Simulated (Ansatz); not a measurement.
# NiO: the cost of one run

Computed with Ansatz 0.2.0 (DFT PBE+U (U_eff = 6.2 eV on Ni 3d), scalar-relativistic, plane waves, PAW, unless a step's input says otherwise).

### Step 1. The system as given

It takes space group Fm-3m (No. 225, cubic). The conventional cell has a = 4.278 Å, b = 4.278 Å, c = 4.278 Å, α = 90.00°, β = 90.00°, γ = 90.00°. Ni (site symmetry m-3m) is surrounded by 6 O at 2.14 Å. Around O (site symmetry m-3m) lie 6 Ni at 2.14 Å.

Structure file:

```
CELL_PARAMETERS angstrom
1.51294 0.87350 2.46832
-1.51294 0.87350 2.46832
0.00000 -1.74699 2.46832
ATOMIC_POSITIONS crystal
Ni 0.00000 0.00000 0.00000
O 0.50000 0.50000 0.50000
```

An earlier run at PBE+U (U_eff = 6.2 eV on Ni 3d) left this cell at 9.786 Å³/atom and -0.01 GPa (8×8×8 mesh).

### Step 2. Coarse mesh, to find the state of the open shells

The input, input.yaml:

```yaml
crystal:
  lattice:
    - [0.0, 1.7469904134, 4.9366479046]
    - [-1.5129380782, -0.8734952067, 4.9366479046]
    - [1.5129380782, -0.8734952067, 4.9366479046]
  atoms:
    - { symbol: Ni, position: [0.5, -0.5, 0.5], spin: 2.0 }
    - { symbol: O, position: [0.25, 0.25, 0.25] }
    - { symbol: Ni, position: [1.0, 0.0, 1.0], spin: -2.0 }
    - { symbol: O, position: [0.75, 0.75, 0.75] }
basis:
  ecutwfc: 300
  ecutrho_ratio: 4
kpoints:
  mp_grid: { grid: [5, 5, 5] }
hamiltonian:
  xc: pbe
  hubbard: { sites: [{ species: Ni, l: d, u_eff: 6.2 }] }
scf:
  occupations: { method: gaussian, width: 0.05 }
output:
  forces: true
  stress: true
  eigenvalues: true
  populations: true
  hubbard: { sites: [{ species: Ni, l: d }] }
magnetization:
  spin_polarized: true
```

Started as:

```bash
ansatz run input.yaml --threads 1 --pin off --max-ram 2560MiB --backend cpu --events-out ev --progress --plain --runs-dir out
```

Q: Estimate wall time and peak memory on 1 thread of Intel Xeon at 2.60GHz (Ice Lake), shared host.

About 4.8 s, with a peak of 0.47 GiB.
